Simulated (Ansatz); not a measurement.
# GeH2I radical: up Jacob's ladder to CCSD(T)

One table from this session's results is given with a row withheld; the runs are named, their logs left out.

Method: functionals in def2-TZVPP, the program's frozen cores in correlated methods; program: Ansatz 0.2.0, Gaussian basis.

Plan: LDA (SPW92), PBE-D4, revPBE-D4, BLYP-D4, r2SCAN-D4, B97M-V, PBE0-D4, B3LYP-D4, r2SCANh-D4, r2SCAN0-D4, HSE06-D4, BHLYP-D4, CAM-B3LYP-D4, LC-ωPBE, ωB97X-V, ωB97M-V, B2PLYP, PBE-QIDH; CCSD(T)/def2-SVP; CCSD(T)/def2-TZVPP; MP2/def2-QZVPP; extrapolation to the limit; RPA on PBE.

### The relaxed structure

All runs share one geometry, relaxed beforehand with PBE0-D4 in a triple-zeta def2 set. I takes the def2 core potential; no spin-orbit term is included.

4 atoms, charge 0, spin multiplicity 2.

Atoms are counted from 1 here; the program's logs count them from 0.

Bond lengths: Ge1–I2 2.509 Å, Ge1–H3 1.546 Å, Ge1–H4 1.546 Å. Angles: I2–Ge1–H3 107.7°, I2–Ge1–H4 107.7°, H3–Ge1–H4 111.0°.

Set-up of the first run:

Input file in.yaml:

```yaml
crystal:
  periodic: [false, false, false]
  atoms:
    - {symbol: Ge, position_ang: [-0.030846, -0.331267, -0.438812]}
    - {symbol: I, position_ang: [1.489455, -0.164095, 1.550112]}
    - {symbol: H, position_ang: [-1.466580, -0.566872, 0.084903]}
    - {symbol: H, position_ang: [0.063472, 1.001932, -1.216502]}
basis:
  gaussian: {orbitals: def2-TZVPP}
magnetization: {spin_polarized: true, initial_magnetization: 1}
hamiltonian: {xc: lda}
output: {orbitals: {seedname: orbitals}}
```

Among the steps run: LDA; PBE-D4 (GGA); revPBE-D4 (GGA); BLYP-D4 (GGA); r2SCAN-D4 (meta-GGA); B97M-V (meta-GGA); PBE0-D4 (hybrid); B3LYP-D4 (hybrid); r2SCANh-D4 (hybrid); r2SCAN0-D4 (hybrid); HSE06-D4 (hybrid); BHLYP-D4 (hybrid); CAM-B3LYP-D4 (range-separated); LC-ωPBE-D4 (range-separated; the results give it without D4); ωB97X-V (range-separated); ωB97M-V (range-separated); B2PLYP (double hybrid); PBE-QIDH (double hybrid).

One of the session's tables, all rows but one given; the rest of the session is left out.

It belongs to the step «Frontier levels by functional». 

```
  functional  HOMO (eV)  LUMO (eV)  gap (eV)
 LDA (SPW92)      -5.41      -4.59      0.82
      PBE-D4      -5.38      -4.24      1.13
   revPBE-D4      -5.36      -4.12      1.24
     BLYP-D4      -5.17      -4.26      0.92
   r2SCAN-D4          ?          ?         ?
      B97M-V      -5.59      -4.30      1.29
     PBE0-D4      -6.47      -3.38      3.09
    B3LYP-D4      -6.20      -3.76      2.44
  r2SCANh-D4      -6.15      -3.60      2.55
  r2SCAN0-D4      -6.74      -3.14      3.60
    HSE06-D4      -6.09      -3.76      2.33
    BHLYP-D4      -7.36      -2.60      4.77
CAM-B3LYP-D4      -7.65      -2.50      5.15
     LC-ωPBE      -9.02      -1.12      7.90
     ωB97X-V      -8.56      -1.56      7.00
     ωB97M-V      -8.42      -1.63      6.79
```

Q: Estimate the row for r2SCAN-D4 from the others.

Worked estimate for «HOMO (eV)». Against the share of exact exchange, r2SCANh-D4 (0.1, -6.15), r2SCAN0-D4 (0.25, -6.74) give a slope of -3.93 per unit share; at 0 the line stands at -5.76.

As computed: HOMO (eV): -5.76; LUMO (eV): -3.91; gap (eV): 1.85. In «HOMO (eV)» the line misses by 0.00.
